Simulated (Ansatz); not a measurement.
# CH4AsBTe: the cost of one run

Computed with Ansatz 0.2.0, driven from Python. Level of theory: Hartree-Fock/def2-SVP.

### Step 1. The system

Bond lengths: As1–C2 1.912 Å, C2–B3 1.569 Å, C2–Te4 1.969 Å, B3–Te4 2.278 Å, As1–H5 1.604 Å, As1–H6 1.573 Å, C2–H7 1.133 Å, B3–H8 1.235 Å. Angles: As1–C2–B3 111.5°, As1–C2–Te4 115.5°, As1–C2–H7 115.4°, B3–C2–Te4 79.3°, B3–C2–H7 114.3°, Te4–C2–H7 115.7°, C2–As1–H5 95.6°, C2–As1–H6 94.7°, H5–As1–H6 92.0°, C2–B3–Te4 58.2°, C2–B3–H8 140.5°, Te4–B3–H8 145.0°, C2–Te4–B3 42.6°.

ch4asbte.xyz, read by the script:

```xyz
8

As   -0.48370    1.50080    0.22970
C     0.39020   -0.19100    0.39830
B     0.89630   -0.71870   -0.98980
Te   -0.76480   -1.76820    0.16190
H    -1.54890    1.01910   -0.86800
H    -1.49530    1.24060    1.40620
H     1.15540   -0.26260    1.23070
H     1.94310   -0.87730   -1.62490
```

### Step 2. The script

Contents of scan_ch4asbte.py:

```python
"""Potential curve of CH4AsBTe along one bond."""

import logging
import sys

import ansatz as az
import matplotlib.pyplot as plt
import numpy as np

logging.basicConfig(stream=sys.stdout, format="%(name)s: %(message)s")
logger = logging.getLogger("ch4asbte")
logger.setLevel(logging.INFO)


def main() -> None:
    system = az.Crystal.molecule_from_extxyz("ch4asbte.xyz")

    symbols = [site.symbol for site in system.cartesian_sites]
    start = np.array([site.position_ang for site in system.cartesian_sites])
    axis = (start[6] - start[1]) / np.linalg.norm(start[6] - start[1])
    moving = [6]
    lengths, energies = [0.997, 1.042, 1.088, 1.133, 1.178, 1.224, 1.269, 1.337], []
    for length in lengths:
        xyz = start.copy()
        xyz[moving] += (length - np.linalg.norm(start[6] - start[1])) * axis
        point = az.Crystal.molecule()
        for symbol, place in zip(symbols, xyz):
            point = point.atom(symbol, place.tolist())
        calculation = point.calculation()
        calculation = calculation.basis(gaussian="def2-SVP")
        calculation = calculation.functional("HF")
        data = calculation.run().report
        energies.append(data["free_energy_ev"])
        logger.info(f"r = {length:6.3f} A  E = {energies[-1]:.5f} eV  <S^2> = {abs(data['mean_field']['state']['spin_squared']):.3f}")

    # quartic fit about the minimum
    fit = np.polynomial.Polynomial.fit(lengths, np.array(energies) - min(energies), 4).convert()
    roots = [r.real for r in fit.deriv().roots() if abs(r.imag) < 1e-9 and fit.deriv(2)(r.real) > 0]
    r_e = min(roots, key=lambda r: abs(r - lengths[int(np.argmin(energies))]))
    logger.info(f"minimum of the fit at {r_e:.4f} A, force constant {fit.deriv(2)(r_e):.2f} eV/A^2")
    plt.figure(figsize=(4.5, 3))
    plt.plot(lengths, np.array(energies) - min(energies), "o-")
    plt.xlabel("bond length (A)")
    plt.ylabel("E - E(min) (eV)")
    plt.tight_layout()
    plt.savefig("scan.png", dpi=100)


if __name__ == "__main__":
    main()
```

### Step 3. The calls as engine input

The engine receives this input (first run):

```yaml
crystal:
  periodic: [false, false, false]
  atoms:
    - { symbol: As, position_ang: [-0.4837, 1.5008, 0.2297] }
    - { symbol: C, position_ang: [0.3902, -0.191, 0.3983] }
    - { symbol: B, position_ang: [0.8963, -0.7187, -0.9898] }
    - { symbol: Te, position_ang: [-0.7648, -1.7682, 0.1619] }
    - { symbol: H, position_ang: [-1.5489, 1.0191, -0.868] }
    - { symbol: H, position_ang: [-1.4953, 1.2406, 1.4062] }
    - { symbol: H, position_ang: [1.0635861361449077, -0.2540089484422052, 1.1308230263029548] }
    - { symbol: H, position_ang: [1.9431, -0.8773, -1.6249] }
basis:
  gaussian:
    orbitals: def2-SVP
hamiltonian:
  xc: hf
```

### Step 4. Running it

The run is started by

```
> python scan_ch4asbte.py
```

**Question.** How long does this script take on 1 thread of Arm Neoverse V1, shared host, and how much memory does it need?

About 21 s, with a peak of 0.33 GiB.
